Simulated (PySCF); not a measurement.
# BBrH5P: geometry, electronic excitations

Wanted: the electronic excitations of BBrH5P (`[PH3+][BH2-]Br`), by calculation.

Computed with PySCF 2.14.0, with density-fitted response routines of our own, on a single molecule in the gas phase. Atoms are numbered from 0 throughout.

### Step 1. The starting structure

8 atoms, charge 0, multiplicity 1; geometry from: GFN2-xTB. The atoms were then displaced at random by about 0.01 Å, so the start is not that level's minimum.

Bonds of the start (Å): P0–B1 1.94, B1–Br2 2.01, P0–H3 1.39, P0–H4 1.37, P0–H5 1.40, B1–H6 1.18, B1–H7 1.18.

### Step 2. Relaxing the molecule at PBE0-D3(BJ)/def2-SVP

What the job is given:

```
{"job": {"xc": "PBE0", "basis": "def2-SVP", "d3": "d3bj", "grid": 1, "shake": 0.01, "kind": "geom"}, "charge": 0, "multiplicity": 1}
P      0.863630     0.059490     0.003130
B     -0.996990    -0.475570    -0.101870
Br    -1.708990     1.341990     0.366180
H      1.232960     0.642050     1.206060
H      1.984950    -0.691470    -0.229500
H      1.151640     1.153140    -0.823510
H     -1.216550    -1.274520     0.740680
H     -1.255510    -0.774250    -1.213630
```

The run is started by

```
> OMP_NUM_THREADS=1 python probes_run.py task.json out
```

This one command runs all jobs of the session in turn.

**Question.** This job is followed by: TDDFT PBE0/aug-cc-pVTZ, vertical, gas phase, core orbitals frozen in the response; TDDFT PBE0/def2-TZVPD, vertical, gas phase, core orbitals frozen in the response. Predict these results of the whole session: point group; rotational constants (main isotopes); lowest singlet (PBE0/aug-cc-pVTZ); brightest single state of those computed; lowest triplet; range of the lowest singlet.

**Answer**, as computed:

| quantity | value |
| --- | --- |
| point group | Cs |
| rotational constants (main isotopes) | 17.71, 2.09, 1.94 GHz |
| lowest singlet (PBE0/aug-cc-pVTZ) | 5.74 eV (216 nm), f = 0.000 |
| brightest single state of those computed | state 4, 6.06 eV, f = 0.074 |
| lowest triplet | 5.53 eV |
| range of the lowest singlet | 5.74 to 5.76 eV |

What this shows: The start of the PBE0/def2-SVP relaxation was shaken at random by about 0.01 Å, so part of the energy gained, and of the first lengths quoted, undoes that. Relaxing lowered the energy by 0.141 eV in 5 steps; the close pair that moved most is P0–H4, from 1.369 to 1.419 Å. The lowest singlet, at 5.74 eV, is HOMO→LUMO 0.69, HOMO→LUMO+1 0.30 and is dark; of the 10 states computed, the strongest absorption comes from state 4 at 6.06 eV (the last state computed absorbs too, and its partners may lie past the list). The lowest triplet lies 0.21 eV below the lowest singlet (triplets in Tamm-Dancoff, singlets in full TDDFT). The lowest singlet moves an electron between orbitals on different atoms, a charge-transfer state, which PBE0 without long-range exact exchange places too low; its energy and rank are unsure. The lowest singlet runs from 5.74 eV (PBE0/aug-cc-pVTZ) to 5.76 eV (PBE0/def2-TZVPD), while the orbital gap spans 6.63 to 6.84 eV. The lowest state need not be the same one in every run.
